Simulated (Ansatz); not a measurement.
**CH₄FOSn radical: how energies converge with the basis set**

One table from this session's results is given with a row withheld; the runs are named, their logs left out.

Method: one geometry, several basis sets; program: Ansatz 0.2.0, Gaussian basis.

Plan: PBE0-D4/def2-SVP; ωB97M-V/def2-SVP; PBE0-D4/def2-QZVPP; ωB97M-V/def2-QZVPP; the functionals' def2-TZVPP values are taken from earlier runs.

### The relaxed structure

All runs share one geometry, relaxed beforehand with PBE0-D4 in a triple-zeta def2 set. Sn takes the def2 core potential; no spin-orbit term is included.

8 atoms, charge 0, spin multiplicity 2.

Atoms are counted from 1 here; the program's logs count them from 0.

Bond lengths: C1–O2 1.408 Å, C1–H5 1.096 Å, C1–H6 1.095 Å, C1–H7 1.094 Å, O2–Sn3 1.962 Å, Sn3–F4 1.936 Å, Sn3–H8 1.743 Å. Angles: O2–C1–H5 111.4°, O2–C1–H6 112.6°, O2–C1–H7 107.7°, H5–C1–H6 108.7°, H5–C1–H7 107.8°, H6–C1–H7 108.3°, C1–O2–Sn3 123.3°, O2–Sn3–F4 101.9°, O2–Sn3–H8 104.6°, F4–Sn3–H8 105.8°.

Set-up of the first run:

in.yaml

```yaml
crystal:
  periodic: [false, false, false]
  atoms:
    - {symbol: C, position_ang: [-0.766842, 0.681885, -0.719585]}
    - {symbol: O, position_ang: [-0.525094, -0.614152, -0.224241]}
    - {symbol: Sn, position_ang: [1.227179, -1.207644, 0.429407]}
    - {symbol: F, position_ang: [1.861490, 0.366629, 1.361360]}
    - {symbol: H, position_ang: [-0.483091, 0.767023, -1.775202]}
    - {symbol: H, position_ang: [-0.239540, 1.455055, -0.150701]}
    - {symbol: H, position_ang: [-1.841641, 0.872276, -0.644882]}
    - {symbol: H, position_ang: [0.859639, -2.378173, 1.667943]}
basis:
  gaussian: {orbitals: def2-SVP}
magnetization: {spin_polarized: true, initial_magnetization: 1}
hamiltonian: {xc: pbe0, dispersion: d4}
output: {orbitals: {seedname: orbitals}}
```

Launch:

```
$ ansatz run in.yaml --threads 4 --pin off --events-out ev --progress --plain --max-ram 10444MiB
```

Among the steps run: PBE0-D4 in def2-SVP; ωB97M-V in def2-SVP; PBE0-D4 in def2-QZVPP; ωB97M-V in def2-QZVPP.

One of the session's tables, all rows but one given; the rest of the session is left out.

It belongs to the step «Functionals by basis». 

```
functional       basis  HOMO (eV)  LUMO (eV)
   PBE0-D4    def2-SVP      -6.71      -3.75
   PBE0-D4  def2-TZVPP      -6.85      -3.86
   PBE0-D4  def2-QZVPP          ?          ?
   ωB97M-V    def2-SVP      -8.76      -1.94
   ωB97M-V  def2-TZVPP      -8.94      -2.13
   ωB97M-V  def2-QZVPP      -8.97      -2.18
```

**Question.** Estimate the row for PBE0-D4, def2-QZVPP.

The run gave: HOMO (eV): -6.88; LUMO (eV): -3.89. In the column «HOMO (eV)» it lies between ωB97M-V, def2-SVP (-8.76) and PBE0-D4, def2-TZVPP (-6.85).
